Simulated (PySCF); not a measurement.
# C₇H₁₂P+: reorganisation energies

Wanted: reorganisation energies for C₇H₁₂P+ (`C=CC1=C(C)[PH2+]CC1`).

Programs: PySCF 2.14.0, with routines of our own; each step states its level. All values are computed. Atoms count from 0.

## 1. The system as given

20 atoms, charge 1, multiplicity 1; geometry from: GFN2-xTB.

## 2. Relaxing the molecule at PBE0/6-31G*

The job: settings as JSON, then the geometry in Å.

```
{"job": {"xc": "PBE0", "basis": "6-31G*", "grid": 1, "kind": "geom"}, "charge": 1, "multiplicity": 1}
C      2.834963    -0.089951    -0.831865
C      1.727511     0.606723    -0.576962
C      0.466415     0.035932    -0.165440
C     -0.606581     0.780898     0.215358
C     -0.768150     2.260159     0.330546
P     -1.953508    -0.288667     0.667189
C     -1.169288    -1.840455     0.154593
C      0.303115    -1.461993    -0.122501
H      2.893167    -1.161458    -0.746664
H      3.740596     0.409728    -1.127853
H      1.754797     1.682418    -0.669312
H     -1.692106     2.581246    -0.150438
H      0.059942     2.789565    -0.129618
H     -0.820349     2.558539     1.378406
H     -2.291292    -0.247198     2.007184
H     -3.143204    -0.031526     0.017563
H     -1.659423    -2.195494    -0.756304
H     -1.265856    -2.620433     0.911369
H      0.953597    -1.860013     0.658518
H      0.630507    -1.897342    -1.066804
```

The run is started by

```sh
OMP_NUM_THREADS=1 python excited_run.py task.json out
```

This one command runs all jobs of the session in turn.

What it wrote:

```text
step   0  E = -614.55847268  max force = 0.022030
step   1  E = -614.56018357  max force = 0.003986
step   2  E = -614.56024816  max force = 0.000973
step   3  E = -614.56025621  max force = 0.000873
step   4  E = -614.56026581  max force = 0.000272
optimisation converged
```

Run time: 42 s. Hardware: 1 thread of Intel Xeon 6975P-C, shared host; peak memory 0.63 GiB.

Step by step:

```csv
step,energy from step 0 (eV),largest force component (eV/Å)
0,0.0000,1.1328
1,-0.0466,0.2050
2,-0.0483,0.0500
3,-0.0485,0.0449
4,-0.0488,0.0140
```

Distances of close pairs at the start and the end, largest changes first:

```csv
bond,before (Å),after (Å),change (Å)
P5–H15,1.380,1.405,+0.025
P5–H14,1.383,1.407,+0.024
C0–H8,1.076,1.086,+0.010
C0–H9,1.076,1.085,+0.010
C1–C2,1.444,1.453,+0.009
C3–P5,1.778,1.770,-0.008
C0–C1,1.333,1.341,+0.008
C4–H12,1.085,1.091,+0.006
```

The next job starts from the end point, and lists it.

```
                         at the end point                value
  point group (found at 0.08 Å tolerance)                   C1
rotational constants (GHz, main isotopes)  2.577, 1.389, 0.927
```

## 3. Relaxation after adding or removing an electron (C₇H₁₂P radical): UKS PBE0/6-31G*

The job: settings as JSON, then the geometry in Å.

```
{"job": {"kind": "ionopt", "ions": [-1], "xc": "PBE0", "basis": "6-31G*", "grid": 1}, "charge": 0, "multiplicity": 2}
C      2.727557    -0.086654    -0.969739
C      1.625790     0.615413    -0.668964
C      0.359004     0.020086    -0.277581
C     -0.729794     0.763556     0.079707
C     -0.895550     2.248696     0.172883
P     -2.037719    -0.348279     0.513077
C     -1.233342    -1.903780     0.041266
C      0.229094    -1.486846    -0.225111
H      2.764854    -1.172152    -0.947870
H      3.646632     0.418834    -1.248628
H      1.672344     1.699622    -0.705711
H     -1.803563     2.584380    -0.340578
H     -0.053659     2.774440    -0.281181
H     -0.965883     2.577292     1.217070
H     -2.416347    -0.309677     1.867285
H     -3.247292    -0.123994    -0.165691
H     -1.720242    -2.286942    -0.860424
H     -1.333393    -2.659792     0.823818
H      0.883078    -1.873776     0.564919
H      0.575531    -1.928995    -1.164406
```

Method: UKS PBE0/6-31G* geometry optimisation of the ion from the geometry of its parent, gas phase.

What it wrote:

```text
step       E/Eh        max force   <S^2>
  0    -614.69409734   0.094286   0.7663
  1    -614.71317444   0.020787   0.7758
  2    -614.71505482   0.016428   0.7759
  3    -614.71602452   0.008611   0.7761
  4    -614.71738676   0.005863   0.7762
  5    -614.71806985   0.005028   0.7769
  6    -614.71878412   0.003783   0.7782
  7    -614.71918828   0.004581   0.7817
  8    -614.71981829   0.002012   0.7804
  9    -614.72006925   0.001178   0.7804
 10    -614.72042088   0.002165   0.7814
 11    -614.72047391   0.001033   0.7814
 12    -614.72049192   0.000771   0.7814
 13    -614.72049810   0.000376   0.7813
optimisation converged
```

Wall time 3.2 min (1 thread of Intel Xeon 6975P-C, shared host); peak memory 0.73 GiB.

Key values:

```
             quantity    value
geometry moved (RMSD)  0.333 Å
                 ⟨S²⟩    0.781
```

Bonds of the start that changed most:

```csv
bond,start (Å),end (Å)
C2–C3,1.366,1.420
P5–H14,1.407,1.457
C3–P5,1.770,1.724
C1–C2,1.453,1.412
C0–C1,1.341,1.370
P5–C6,1.814,1.835
```

Mulliken spin populations:

C0 0.53; C1 -0.22; C2 0.44; C3 0.00; C4 0.00; P5 0.20; C6 0.01; C7 -0.03; H8 -0.03; H9 -0.03; H10 0.01; H11 0.00; H12 0.00; H13 0.01; H14 0.10; H15 -0.01; H16 0.00; H17 0.00; H18 0.02; H19 0.01

## 4. Reorganisation energies: UKS PBE0/6-31G*

The job, as its differences from that of step 3:

```diff
@@ -1,2 +1,2 @@
-{"job": {"kind": "ionopt", "ions": [-1], "xc": "PBE0", "basis": "6-31G*", "grid": 1}, "charge": 0, "multiplicity": 2}
+{"job": {"kind": "reorg", "ions": [-1], "xc": "PBE0", "basis": "6-31G*", "grid": 1}, "charge": 1, "multiplicity": 1}
 C      2.727557    -0.086654    -0.969739
```

Method: UKS PBE0/6-31G* four-point reorganisation energy, gas phase.

What it wrote:

```text
final grid: 72336 points
cycle   1  E = -614.5099514493  dE =  1.297e+00  |g| = 3.999e-01  |ddm| = 4.086e+00
cycle   2  E = -614.4926084552  dE =  1.734e-02  |g| = 4.619e-01  |ddm| = 1.126e+00
cycle   3  E = -614.5579319798  dE = -6.532e-02  |g| = 8.938e-02  |ddm| = 6.950e-01
cycle   4  E = -614.5596614058  dE = -1.729e-03  |g| = 4.769e-02  |ddm| = 1.349e-01
cycle   5  E = -614.5602600569  dE = -5.987e-04  |g| = 4.607e-03  |ddm| = 4.885e-02
cycle   6  E = -614.5602639263  dE = -3.869e-06  |g| = 2.614e-03  |ddm| = 8.371e-03
cycle   7  E = -614.5602656852  dE = -1.759e-06  |g| = 6.792e-04  |ddm| = 3.199e-03
cycle   8  E = -614.5602657940  dE = -1.088e-07  |g| = 2.252e-04  |ddm| = 7.834e-04
cycle   9  E = -614.5602658079  dE = -1.394e-08  |g| = 4.140e-05  |ddm| = 2.364e-04
cycle  10  E = -614.5602658084  dE = -4.300e-10  |g| = 1.610e-05  |ddm| = 5.965e-05
converged SCF energy = -614.5602658084

electron transfer: vertical 3.8617 eV, relaxation of the ion converged
  adiabatic 4.3601 eV, lambda(ion) 0.4985, lambda(parent) 0.5271, total 1.0256 eV
```

Run time: 6 s. Hardware: 1 thread of Intel Xeon 6975P-C, shared host; peak memory 0.72 GiB.

## 5. What came out

```
                                                quantity                 value
                                             point group                    C1
                    rotational constants (main isotopes)  2.58, 1.39, 0.93 GHz
         geometry moved (RMSD) (step 3, UKS PBE0/6-31G*)               0.333 Å
electron reorganisation energy (step 4, UKS PBE0/6-31G*)             1.0256 eV
```

**Reading.** Over 4 steps the energy fell by 0.049 eV; of the close pairs, P5–H15 changed most, 1.380 to 1.405 Å. In step 3 (relaxation after adding or removing an electron), among the bonds C2–C3 changes most, from 1.366 to 1.420 Å. The atoms move far more than that, so angles or torsions carry the main change.
